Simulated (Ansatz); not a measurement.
# GaH6P: the cost of one run

Program: Ansatz 0.2.0. Level of theory: RKS r2SCAN/def2-SVP. These are calculated values, not measurements.

### Step 1. The system as given

Bond lengths: Ga1–H3 1.570 Å, Ga1–H4 1.570 Å, Ga1–P5 2.590 Å, P5–H6 1.420 Å, P5–H7 1.420 Å. Angles: H3–Ga1–H4 120.0°, H3–Ga1–P5 97.0°, H4–Ga1–P5 101.2°, Ga1–P5–H6 109.5°, Ga1–P5–H7 109.5°, H6–P5–H7 109.4°.

Coordinates:

```xyz
8

Ga    0.0000    0.0000    0.0000
H     0.0000    0.0000    1.9200
H     1.3596    0.0000   -0.7850
H    -1.3596    0.0000   -0.7850
P     0.1083   -2.4555    0.8167
H    -0.6601   -3.2775   -0.0496
H     1.4579   -2.8970    0.8134
H     0.0432   -0.9792    1.9729
```

### Step 2. Pulling towards end A

Springs on the bonds that form and break draw the guess towards this end; the thresholds are loose.

input.yaml

```yaml
crystal:
  periodic: [false, false, false]
  atoms:
    - { symbol: Ga, position_ang: [0.0, 0.0, 0.0] }
    - { symbol: H, position_ang: [0.0, 0.0, 1.92] }
    - { symbol: H, position_ang: [1.3596, 0.0, -0.785] }
    - { symbol: H, position_ang: [-1.3596, 0.0, -0.785] }
    - { symbol: P, position_ang: [0.1083, -2.4555, 0.8167] }
    - { symbol: H, position_ang: [-0.6601, -3.2775, -0.0496] }
    - { symbol: H, position_ang: [1.4579, -2.897, 0.8134] }
    - { symbol: H, position_ang: [0.0432, -0.9792, 1.9729] }
basis:
  gaussian: { orbitals: def2-SVP }
hamiltonian:
  xc: r2scan
relax:
  f_tol: 0.15
  max_steps: 25
  restrain:
    - { distance: [0, 4], at: 3.49, k: 30.0 }
    - { distance: [7, 1], at: 1.86, k: 30.0 }
    - { distance: [0, 1], at: 1.57, k: 30.0 }
    - { distance: [7, 4], at: 1.42, k: 30.0 }
```

Launch:

```console
ansatz run input.yaml --threads 2 --pin off --max-ram 3072MiB --backend cpu --events-out ev --progress --plain --runs-dir out
```

What time and memory should one allow on 2 threads of Arm Neoverse V2, shared host?

About 13 s, with a peak of 0.13 GiB.
